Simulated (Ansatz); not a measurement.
# BClFH5Si: the cost of one run

All numbers below are computed with Ansatz 0.2.0 (RKS PBE0-D4/6-31G*).

**1. The structure to begin with**

Bond lengths: B1–Cl2 2.210 Å, B1–F3 1.320 Å, B1–H4 1.190 Å, B1–Si5 2.250 Å, Si5–H6 1.460 Å, Si5–H7 1.460 Å, Si5–H8 1.460 Å, Cl2–H9 1.339 Å, Si5–H9 1.421 Å. Angles (14 of 18 angles, heavy atoms first): Cl2–B1–F3 120.0°, Cl2–B1–Si5 71.6°, F3–B1–Si5 96.8°, B1–Cl2–H9 74.5°, Cl2–B1–H4 120.0°, F3–B1–H4 120.0°, H4–B1–Si5 101.3°, B1–Si5–H6 109.5°, B1–Si5–H7 109.5°, B1–Si5–H8 109.5°, B1–Si5–H9 71.9°, Cl2–H9–Si5 141.9°, H6–Si5–H7 109.4°, H6–Si5–H8 109.4°.

As a file:

```xyz
9

B     0.0000    0.0000    0.0000
Cl    0.0000    0.0000    2.2100
F     1.1431    0.0000   -0.6600
H    -1.0305    0.0000   -0.5950
Si    0.1008    2.1328    0.7095
H     0.6771    2.1737    2.0503
H     0.9351    2.9107   -0.2019
H    -1.2441    2.7001    0.7410
H     0.0610    1.2895    1.8528
```

**2. Pulling towards end A**

Springs on the bonds that form and break draw the guess towards this end; the thresholds are loose.

input.yaml reads:

```yaml
crystal:
  periodic: [false, false, false]
  atoms:
    - { symbol: B, position_ang: [0.0, 0.0, 0.0] }
    - { symbol: Cl, position_ang: [0.0, 0.0, 2.21] }
    - { symbol: F, position_ang: [1.1431, 0.0, -0.66] }
    - { symbol: H, position_ang: [-1.0305, 0.0, -0.595] }
    - { symbol: Si, position_ang: [0.1008, 2.1328, 0.7095] }
    - { symbol: H, position_ang: [0.6771, 2.1737, 2.0503] }
    - { symbol: H, position_ang: [0.9351, 2.9107, -0.2019] }
    - { symbol: H, position_ang: [-1.2441, 2.7001, 0.741] }
    - { symbol: H, position_ang: [0.061, 1.2895, 1.8528] }
basis:
  gaussian: { orbitals: "6-31G*" }
hamiltonian:
  xc: pbe0
  dispersion: d4
relax:
  f_tol: 0.15
  max_steps: 25
  restrain:
    - { distance: [0, 4], at: 3.15, k: 30.0 }
    - { distance: [8, 1], at: 2.57, k: 30.0 }
    - { distance: [0, 1], at: 1.86, k: 30.0 }
    - { distance: [8, 4], at: 1.46, k: 30.0 }
```

Started as:

```
> ansatz run input.yaml --threads 1 --pin off --max-ram 2048MiB --backend cpu --events-out ev --progress --plain --runs-dir out
```

Q: Estimate wall time and peak memory on 1 thread of Arm Neoverse V2, shared host.

About 39 s, with a peak of 0.15 GiB.
